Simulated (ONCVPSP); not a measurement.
# An ONCV potential for Si, from input to tests

Do these settings give a usable potential? It is generated, then checked for transferability, scattering, ghosts and hardness.

The numbers are computed with ONCVPSP 4.0.1.1 (patched build) (PBEsol, scalar-relativistic, spin-unpolarised reference atom).

### 1 Starting point

The settings as typed:

- element: silicon (Si, Z = 14)
- type: optimised norm-conserving Vanderbilt (ONCV)
- frozen core: [He]
- valence charge: 12
- reference configuration: 2s2 2p6 3s2 3p2
- partial waves: 2s+3s: rc 1.15 bohr, ncon 4, nbas 7, qcut 13.6 1/bohr, 2 projectors; 2p+3p: rc 0.85 bohr, ncon 5, nbas 8, qcut 17.2 1/bohr, 2 projectors; d scattering state at 0.2 Ha: rc 1.20 bohr, ncon 3, nbas 8, qcut 8.5 1/bohr, 3 projectors, debl 3.9 Ha
- local potential: polynomial inside 0.55 bohr (lpopt 5, dvloc0 0 Ha)
- core correction: not asked for

The outer shells as boxes (Hund's rule for the drawing; the calculation is spin-unpolarised):

```
[He] core
2s [↑↓]
2p [↑↓][↑↓][↑↓]
3s [↑↓]
3p [↑ ][↑ ][  ]
```

An earlier all-electron run gives the scale for the radii.

All-electron outer shells of the reference configuration (PBEsol, scalar-relativistic, ld1.x):

| shell | level (eV) | outermost node (bohr) | outermost maximum (bohr) |
| --- | --- | --- | --- |
| 1s | -1782.33 | – | 0.07 |
| 2s | -139.13 | 0.15 | 0.45 |
| 2p | -95.42 | – | 0.39 |
| 3s | -10.77 | 0.72 | 1.80 |
| 3p | -4.06 | 0.72 | 2.17 |

### 2 Generating the potential

File Si.dat:

```
# ATOM AND REFERENCE CONFIGURATION
# atsym  z   nc   nv     iexc    psfile
  Si 14.00    1    4  -116133      upf
#
#   n    l    f
    1    0    2.00
    2    0    2.00
    2    1    6.00
    3    0    2.00
    3    1    2.00
#
# PSEUDOPOTENTIAL AND OPTIMIZATION
# lmax
    2
#
#   l,   rc,      ep,       ncon, nbas, qcut
    0    1.15    0.00    4    7   13.60
    1    0.85    0.00    5    8   17.20
    2    1.20    0.20    3    8    8.50
#
# LOCAL POTENTIAL
# lloc, lpopt,  rc(5),   dvloc0
    4    5    0.55    0.00
#
# VANDERBILT-KLEINMAN-BYLANDER PROJECTORs
# l, nproj, debl
    0    2    3.00
    1    2    3.50
    2    3    3.90
#
# MODEL CORE CHARGE
# icmod, fcfact, rcfact
    0    0.00    0.00
#
# LOG DERIVATIVE ANALYSIS
# epsh1, epsh2, depsh
   -7.00    5.00    0.04
#
# OUTPUT GRID
# rlmax, drl
    6.00    0.01
#
# TEST CONFIGURATIONS
# ncnf
    4
# nvcnf
#   n    l    f
    4
    2    0    2.00
    2    1    6.00
    3    0    2.00
    3    1    1.00
#
    4
    2    0    2.00
    2    1    6.00
    3    0    2.00
    3    1    0.00
#
    4
    2    0    2.00
    2    1    6.00
    3    0    1.00
    3    1    0.00
#
    4
    2    0    1.00
    2    1    6.00
    3    0    2.00
    3    1    2.00
#
```

Launch:

```
$ oncvpsp.x < Si.dat > Si.out
```

Before running it: what results should come out? Wanted: cutoffs for 1 and 0.1 mHa per electron, occupied waves; bound ghosts; GHOST(+) flags; largest test error; largest phase difference near zero energy, channels read.

The runs gave:

| quantity | value |
| --- | --- |
| cutoffs for 1 and 0.1 mHa per electron, occupied waves | 122 Ha and 138 Ha |
| bound ghosts | none found |
| GHOST(+) flags | none at low energy |
| largest test error (AE − PS) | -367 meV, for 2s1 2p6 3s2 3p2 |
| largest phase difference near zero energy, channels read | 0.000 rad |

What this shows: The worst unpolarised test, 2s1 2p6 3s2 3p2, is off by 367 meV on 152.7 eV; by total energies transferability rates as fair for so large an energy. That test lies far up in energy; among those under 40 eV, nearer to bonding, the largest error is 2.1 meV. The potential is very hard: the looser tolerance needs 122 Ha. At the looser tolerance the 2p wave is the slowest; 3p needs 102 Ha. No bound ghost shows below the valence levels. Near zero energy the phases of the channels with partial waves agree within 0.001 rad.
